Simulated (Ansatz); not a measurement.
# CH5O2Si: the cost of one run

All numbers are computed with Ansatz 0.2.0 through its Python package. Level of theory: CAM-B3LYP/6-31G*.

## (1) The system

Bond lengths: C1–Si2 1.787 Å, Si2–O3 1.643 Å, Si2–O4 1.644 Å, C1–H5 1.113 Å, C1–H6 1.165 Å, C1–H7 1.081 Å, O3–H8 0.947 Å, O4–H9 1.015 Å. Angles: C1–Si2–O3 111.1°, C1–Si2–O4 115.9°, O3–Si2–O4 106.9°, Si2–C1–H5 115.0°, Si2–C1–H6 111.8°, Si2–C1–H7 113.7°, H5–C1–H6 103.9°, H5–C1–H7 107.2°, H6–C1–H7 104.3°, Si2–O3–H8 116.3°, Si2–O4–H9 119.0°.

The script holds or builds the structure itself.

## (2) Script

File ch5o2si_bend.py:

```python
"""Bending curve of CH5O2Si."""

import ansatz as az
from ase import Atoms

atoms = Atoms(["C", "Si", "O", "O", "H", "H", "H", "H", "H"], positions=[
    (-0.685, 0.4195, -0.8986),
    (0.7514, 0.077, 0.1079),
    (1.3117, -1.4439, -0.1595),
    (0.5427, 0.2304, 1.7309),
    (-0.5125, 0.371, -1.9967),
    (-1.0876, 1.499, -0.7263),
    (-1.53, -0.2177, -0.6796),
    (1.1067, -2.0889, 0.5036),
    (0.1911, 1.1072, 2.1013),
])

# start the scan from a relaxed geometry
first = az.Crystal.molecule_from_ase(atoms).calculation()
first = first.basis(gaussian="6-31G*")
first = first.functional("cam_b3lyp")
first = first.spin("collinear", total=1).relax(force_tolerance=0.02, max_steps=80)
atoms.positions = first.run(threads=1).report["positions_ang"]

rows = []
for angle in [85, 95, 105, 115, 125, 140, 160]:
    bent = atoms.copy()
    bent.set_angle(1, 2, 7, angle, indices=[7])
    setup = (
        az.Crystal.molecule_from_ase(bent).calculation()
        .basis(gaussian="6-31G*")
        .functional("cam_b3lyp")
        .spin("collinear", total=1)
    )
    rows.append((angle, setup.run(threads=1).report["free_energy_ev"]))
floor = min(e for _, e in rows)
for angle, e in rows:
    print(f"angle Si1-O2-H7 = {angle:3d} deg   {1000 * (e - floor):9.1f} meV")
```

## (3) The run

Started as:

```bash
python ch5o2si_bend.py
```

What time and memory should one allow on 1 thread of Arm Neoverse V2, shared host?

About 98 s, with a peak of 0.29 GiB.
